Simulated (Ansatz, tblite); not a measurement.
# The cluster As5O6+: rung by rung

One table from this session's results is given with a row withheld; the runs are named, their logs left out.

Method: as each input shows; program: Ansatz 0.2.0, Gaussian basis.

Plan: GFN1-xTB, GFN2-xTB, PBE-D4/def2-TZVP, r2SCAN-D4/def2-TZVP, LDA/def2-TZVP, BHLYP-D4/def2-TZVP, PBE-D4/def2-SVP, PBE0-D4/def2-SVP, HF/STO-3G, MP2/def2-SVP, RPA/def2-SVP.

5 further runs of the same task are left out: 3 that didn't finish, 2 set aside as unsound or not needed. Runs told in other sessions of the task aren't counted.

### The geometry

The geometry is that of the singlet, from an earlier relaxation (PBE-D4/def2-SVP). At that level it is the lowest of the isomers that a small search found.

11 atoms, charge 1, spin multiplicity 1.

Bond lengths: As1–O8 1.725 Å, As1–O10 1.724 Å, As2–O7 1.781 Å, As2–O8 1.929 Å, As2–O9 1.803 Å, As3–As5 2.648 Å, As3–O10 1.897 Å, As3–O11 1.791 Å, As4–O6 1.819 Å, As4–O7 1.830 Å, As4–O11 1.836 Å, As5–O6 1.811 Å, As5–O9 1.836 Å. Angles: O8–As1–O10 109.5°, O7–As2–O8 97.2°, O7–As2–O9 103.8°, O8–As2–O9 94.0°, As5–As3–O10 94.6°, As5–As3–O11 90.6°, O10–As3–O11 101.4°, O6–As4–O7 98.1°, O6–As4–O11 95.4°, O7–As4–O11 98.7°, As3–As5–O6 88.6°, As3–As5–O9 93.7°, O6–As5–O9 100.5°, As4–O6–As5 123.7°, As2–O7–As4 133.8°, As1–O8–As2 134.8°, As2–O9–As5 132.3°, As1–O10–As3 152.3° and more.

The ion is computed in the gas phase, without counter-ions or solvent.

PBE0-D4/def2-TZVP was run before; its log isn't repeated, and its numbers join the tables.

Set-up of the first run:

Tight binding, by tblite at 300 K electronic temperature and without a spin-polarisation term:

```python
tblite.interface.Calculator('GFN1-xTB', numbers, positions, charge=1, uhf=0).singlepoint()
```

Tight binding, by tblite at 300 K electronic temperature and without a spin-polarisation term:

```python
tblite.interface.Calculator('GFN2-xTB', numbers, positions, charge=1, uhf=0).singlepoint()
```

start.molden holds the orbitals of an earlier run on this state, given as this run's starting guess.

Contents of in.yaml:

```yaml
crystal:
  periodic: [false, false, false]
  atoms:
    - {symbol: As, position_ang: [-1.954293, -1.236681, 1.631343]}
    - {symbol: As, position_ang: [-1.096897, 1.742172, 0.298059]}
    - {symbol: As, position_ang: [1.159334, -1.874344, 0.129164]}
    - {symbol: As, position_ang: [0.583523, 0.338957, -2.200885]}
    - {symbol: As, position_ang: [1.999972, 0.579512, 0.659599]}
    - {symbol: O, position_ang: [1.908488, 0.945339, -1.111691]}
    - {symbol: O, position_ang: [-0.831192, 1.133736, -1.354752]}
    - {symbol: O, position_ang: [-2.229780, 0.302973, 0.904685]}
    - {symbol: O, position_ang: [0.345358, 1.157417, 1.207510]}
    - {symbol: O, position_ang: [-0.355151, -1.766032, 1.265955]}
    - {symbol: O, position_ang: [0.470649, -1.323050, -1.429006]}
basis:
  gaussian: {orbitals: def2-TZVP, initial_orbitals: start.molden}
total_charge: 1
hamiltonian: {xc: pbe, dispersion: d4}
scf: {omitted_lower_state_checks: [starts]}
output: {orbitals: {seedname: orbitals}}
```

Run with:

```console
$ ansatz run in.yaml --threads 4 --pin off --events-out ev --progress --plain --max-ram 6963MiB
```

Among the steps run: PBE-D4/def2-TZVP; r2SCAN-D4/def2-TZVP; LDA/def2-TZVP; BHLYP-D4/def2-TZVP; PBE-D4/def2-SVP; PBE0-D4/def2-SVP; HF/STO-3G; MP2/def2-SVP; RPA/def2-SVP.

One table of the session follows, with a row left open; its other results are not shown here.

It belongs to the step «Levels side by side». 

```
              level  HOMO (eV)  LUMO (eV)  gap (eV)
          HF/STO-3G     -10.65      -2.47      8.19
      LDA/def2-TZVP     -10.00      -8.97      1.02
    PBE-D4/def2-SVP      -9.72      -8.64      1.08
   PBE-D4/def2-TZVP      -9.75      -8.71      1.04
r2SCAN-D4/def2-TZVP     -10.01      -8.82      1.19
   PBE0-D4/def2-SVP     -10.73      -8.06      2.66
  PBE0-D4/def2-TZVP     -10.70      -8.09      2.61
 BHLYP-D4/def2-TZVP          ?          ?         ?
```

**Question.** Estimate the row for BHLYP-D4/def2-TZVP.

**Answer.** HOMO (eV): -11.53; LUMO (eV): -7.26; gap (eV): 4.27. In the column «HOMO (eV)» it is the lowest.
